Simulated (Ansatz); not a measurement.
**CH2ClNOSn: small, medium and large basis sets**

The task here is to estimate one member of a computed series from the others.

Program: Ansatz 0.2.0, Gaussian basis. Level of theory: one geometry, several basis sets. These are calculated values, not measurements.

The runs, in order: PBE0-D4/def2-SVP; ωB97M-V/def2-SVP; PBE0-D4/def2-QZVPP; ωB97M-V/def2-QZVPP; the functionals' def2-TZVPP values are taken from earlier runs.

### The relaxed structure

An earlier PBE0-D4 in a triple-zeta def2 set relaxation fixed the geometry. Sn takes the def2 core potential; no spin-orbit term is included.

SMILES `O=C=[N][SnH2][Cl]`, 7 atoms, charge 0, spin multiplicity 1.

Atoms are counted from 1 here; the program's logs count them from 0.

Bond lengths: O1–C2 1.165 Å, C2–N3 1.203 Å, N3–Sn4 2.008 Å, Sn4–Cl5 2.319 Å, Sn4–H6 1.693 Å, Sn4–H7 1.693 Å. Angles: O1–C2–N3 176.3°, C2–N3–Sn4 137.3°, N3–Sn4–Cl5 106.6°, N3–Sn4–H6 107.1°, N3–Sn4–H7 107.1°, Cl5–Sn4–H6 108.5°, Cl5–Sn4–H7 108.5°, H6–Sn4–H7 118.5°.

Set-up of the first run:

Input file in.yaml:

```yaml
crystal:
  periodic: [false, false, false]
  atoms:
    - {symbol: O, position_ang: [-0.337862, -2.797820, -1.055766]}
    - {symbol: C, position_ang: [-0.098084, -1.895335, -0.359666]}
    - {symbol: N, position_ang: [0.169555, -1.013442, 0.414228]}
    - {symbol: Sn, position_ang: [0.155449, 0.994222, 0.425353]}
    - {symbol: Cl, position_ang: [-0.627366, 1.662833, -1.653124]}
    - {symbol: H, position_ang: [-0.963166, 1.477657, 1.601064]}
    - {symbol: H, position_ang: [1.762673, 1.503986, 0.582312]}
basis:
  gaussian: {orbitals: def2-SVP}
hamiltonian: {xc: pbe0, dispersion: d4}
output: {orbitals: {seedname: orbitals}}
```

Steps of the session up to this table: PBE0-D4 in def2-SVP; ωB97M-V in def2-SVP; PBE0-D4 in def2-QZVPP; ωB97M-V in def2-QZVPP.

One table of the session follows, with a row left open; its other results are not shown here.

It belongs to the step «Density functionals: the series». 

```
functional       basis  HOMO (eV)
   PBE0-D4    def2-SVP      -8.44
   PBE0-D4  def2-TZVPP      -8.56
   PBE0-D4  def2-QZVPP          ?
   ωB97M-V    def2-SVP     -10.62
   ωB97M-V  def2-TZVPP     -10.78
   ωB97M-V  def2-QZVPP     -10.82
```

**Question.** Estimate the row for PBE0-D4, def2-QZVPP.

As computed: HOMO (eV): -8.59. In the column «HOMO (eV)» it lies between ωB97M-V, def2-SVP (-10.62) and PBE0-D4, def2-TZVPP (-8.56).
